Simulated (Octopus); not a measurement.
# SiHCl3O (SMILES O[Si](Cl)(Cl)Cl), step by step

We compute a series of 8 runs (PW92 LDA) of Cl3HOSi. The setting varied is the box margin. 

Program for the calculation: Octopus 16.4.

6 further runs of the same task are left out: 6 set aside as unsound or not needed.

### 1 The system as given

SiHCl3O: 6 atoms, total charge 0, spin state singlet. SMILES: `O[Si](Cl)(Cl)Cl`. The shape is that of a PBE0-D4/def2-TZVP optimisation.

Bond lengths: O1–Si2 1.617 Å, Si2–Cl3 2.031 Å, Si2–Cl4 2.031 Å, Si2–Cl5 2.017 Å, O1–H6 0.960 Å. Angles: O1–Si2–Cl3 111.3°, O1–Si2–Cl4 111.3°, O1–Si2–Cl5 106.6°, Cl3–Si2–Cl4 107.8°, Cl3–Si2–Cl5 109.9°, Cl4–Si2–Cl5 109.9°, Si2–O1–H6 118.4°.

### 2 Energy and gradient at PW92 LDA (scalar, in the pseudopotentials, pseudodojo_lda potentials, box margin 3.5 angstrom, extra states 0, grid spacing 0.17 angstrom, mix field default) (run 1)

File geometry.xyz:

```xyz
6

O     -0.785517     0.466783     0.993883
Si     0.178883     0.059683    -0.237917
Cl     1.812683    -0.958417     0.409483
Cl    -0.794017    -1.116017    -1.578317
Cl     0.747283     1.782283    -1.119117
H     -1.159317    -0.234317     1.531983
```

Run with:

```console
$ OMP_NUM_THREADS=1 octopus > gs.log
```

Output:

```text
Version                : 16.4
[... 85 lines left out ...]
** Warning:
[... 59 lines left out ...]
** Warning:
[... 32 lines left out ...]
Converged eigenvectors: 0
#  State  Eigenvalue [eV]  Occupation    Error
[... 9 lines left out ...]
Converged eigenvectors: 0
#  State  Eigenvalue [eV]  Occupation    Error
[... 43 lines left out ...]
Converged eigenvectors: 0
#  State  Eigenvalue [eV]  Occupation    Error
[... 9 lines left out ...]
Converged eigenvectors: 0
#  State  Eigenvalue [eV]  Occupation    Error
[... 6 lines left out ...]
Info: SCF converged in   15 iterations
** Warning:
**   Some of the states are not fully converged!
[... 1 line left out ...]
Octopus emitted 3 warnings.
```

It took 28 s on 1 thread of Arm Neoverse V1, shared host; peak memory 0.11 GiB.

### 3 The distorted shape: energy and forces at PW92 LDA (scalar, in the pseudopotentials, pseudodojo_lda potentials, box margin 3.5 angstrom, extra states 0, grid spacing 0.17 angstrom, mix field default) (run 2)

File geometry.xyz:

```xyz
6

O     -1.106993     0.602487     1.404495
Si     0.339621    -0.008169    -0.443223
Cl     1.973421    -1.026269     0.204177
Cl    -0.633279    -1.183869    -1.783623
Cl     0.908021     1.714431    -1.324423
H     -1.480793    -0.098613     1.942595
```

Run with:

```console
$ OMP_NUM_THREADS=1 octopus > gs.log
```

Output:

```text
Version                : 16.4
[... 85 lines left out ...]
** Warning:
[... 59 lines left out ...]
** Warning:
[... 32 lines left out ...]
Converged eigenvectors: 0
#  State  Eigenvalue [eV]  Occupation    Error
[... 9 lines left out ...]
Converged eigenvectors: 0
#  State  Eigenvalue [eV]  Occupation    Error
[... 46 lines left out ...]
Converged eigenvectors: 0
#  State  Eigenvalue [eV]  Occupation    Error
[... 9 lines left out ...]
Converged eigenvectors: 0
#  State  Eigenvalue [eV]  Occupation    Error
[... 6 lines left out ...]
Info: SCF converged in   16 iterations
** Warning:
**   Some of the states are not fully converged!
[... 1 line left out ...]
Octopus emitted 3 warnings.
```

Run time: 33 s. Hardware: 1 thread of Arm Neoverse V1, shared host; peak memory 0.13 GiB.

Runs 3 to 7 aren't shown in full; the table further down has their settings and results.

### 4 The distorted shape: energy and forces at PW92 LDA (scalar, in the pseudopotentials, pseudodojo_lda potentials, box margin 6.00002 angstrom, extra states 0, grid spacing 0.170025 angstrom, mix field default) (run 8)

geometry.xyz is that of step 3.

Run with:

```console
$ OMP_NUM_THREADS=1 octopus > gs.log
```

Output:

```text
Version                : 16.4
[... 85 lines left out ...]
** Warning:
[... 59 lines left out ...]
** Warning:
[... 32 lines left out ...]
Converged eigenvectors: 0
#  State  Eigenvalue [eV]  Occupation    Error
[... 9 lines left out ...]
Converged eigenvectors: 0
#  State  Eigenvalue [eV]  Occupation    Error
[... 58 lines left out ...]
Converged eigenvectors: 0
#  State  Eigenvalue [eV]  Occupation    Error
[... 9 lines left out ...]
Converged eigenvectors: 0
#  State  Eigenvalue [eV]  Occupation    Error
[... 6 lines left out ...]
Info: SCF converged in   20 iterations
** Warning:
**   Some of the states are not fully converged!
[... 1 line left out ...]
Octopus emitted 3 warnings.
```

It took 2.3 min on 1 thread of Arm Neoverse V1, shared host; peak memory 0.34 GiB.

### 5 The series

| run | level | box margin | sweep point | partner | energy (Eh) | dipole moment (D) | HOMO energy (eV) | wall time |
| --- | --- | --- | --- | --- | --- | --- | --- | --- |
| 1 | PW92 LDA (scalar, in the pseudopotentials, pseudodojo_lda potentials, box margin 3.5 angstrom, extra states 0, grid spacing 0.17 angstrom, mix field default) | 3.5 | 4 | base | -70.735228 | 1.53 | -7.99 | 28 s |
| 2 | PW92 LDA (scalar, in the pseudopotentials, pseudodojo_lda potentials, box margin 3.5 angstrom, extra states 0, grid spacing 0.17 angstrom, mix field default) | 3.5 | 4 | O1–Si2 2.42 Å | -70.611439 | 2.29 | -6.37 | 33 s |
| 3 | PW92 LDA (scalar, in the pseudopotentials, pseudodojo_lda potentials, box margin 4 angstrom, extra states 0, grid spacing 0.17 angstrom, mix field default) | 4 | 5 | base | -70.737731 | 1.55 | -8.04 | 34 s |
| 4 | PW92 LDA (scalar, in the pseudopotentials, pseudodojo_lda potentials, box margin 4 angstrom, extra states 0, grid spacing 0.170025 angstrom, mix field default) | 4 | 5 | O1–Si2 2.42 Å | -70.613918 | 2.27 | -6.42 | 45 s |
| 5 | PW92 LDA (scalar, in the pseudopotentials, pseudodojo_lda potentials, box margin 5 angstrom, extra states 0, grid spacing 0.17 angstrom, mix field default) | 5 | 6 | base | -70.738310 | 1.56 | -8.06 | 58 s |
| 6 | PW92 LDA (scalar, in the pseudopotentials, pseudodojo_lda potentials, box margin 4.99998 angstrom, extra states 0, grid spacing 0.170025 angstrom, mix field default) | 4.99998 | 6 | O1–Si2 2.42 Å | -70.614486 | 2.26 | -6.43 | 79 s |
| 7 | PW92 LDA (scalar, in the pseudopotentials, pseudodojo_lda potentials, box margin 6 angstrom, extra states 0, grid spacing 0.17 angstrom, mix field default) | 6 | 7 | base | -70.738333 | 1.56 | -8.06 | 98 s |
| 8 | PW92 LDA (scalar, in the pseudopotentials, pseudodojo_lda potentials, box margin 6.00002 angstrom, extra states 0, grid spacing 0.170025 angstrom, mix field default) | 6.00002 | 7 | O1–Si2 2.42 Å | -70.614509 | 2.26 | -6.43 | 2.3 min |

Convergence of the total energy of singlet SiHCl3O with the box margin, against the last point:

| box margin | from the last (mEh) | wall time |
| --- | --- | --- |
| 3.5 Å | +3.105 | 28 s |
| 4 Å | +0.602 | 34 s |
| 5 Å | +0.023 | 58 s |
| 6 Å | +0.000 | 98 s |

Convergence of the dipole moment of singlet SiHCl3O with the box margin, against the last point:

| box margin | from the last (D) | wall time |
| --- | --- | --- |
| 3.5 Å | -0.0347 | 28 s |
| 4 Å | -0.0095 | 34 s |
| 5 Å | -0.0006 | 58 s |
| 6 Å | +0.0000 | 98 s |

### 6 Outcome

| quantity | value |
| --- | --- |
| distorted shape, run 8: total energy | -70.61451 Eh |
| distorted shape, run 8: dipole moment | 2.26 D |
| distorted shape, run 8: HOMO energy | -6.43 eV |
| distorted shape, run 8: largest force on an atom | 3.762 eV/Å |
| energy change with the O1–Si2 bond stretched from 1.617 to 2.425 Å | 3.368 eV |

What this shows: For the total energy of singlet SiHCl3O to stay within 2 mEh of the last point, 4 Å is the first point of the series from which all later ones do (34 s against 98 s). For the total energy of singlet SiHCl3O to stay within 0.5 mEh of the last point, 5 Å is the first point of the series from which all later ones do (58 s against 98 s). For the dipole moment of singlet SiHCl3O to stay within 0.02 D of the last point, 4 Å is the first point of the series from which all later ones do (34 s against 98 s). For the dipole moment of singlet SiHCl3O to stay within 0.005 D of the last point, 5 Å is the first point of the series from which all later ones do (58 s against 98 s). All runs together took 8.6 min, the longest 2.3 min.
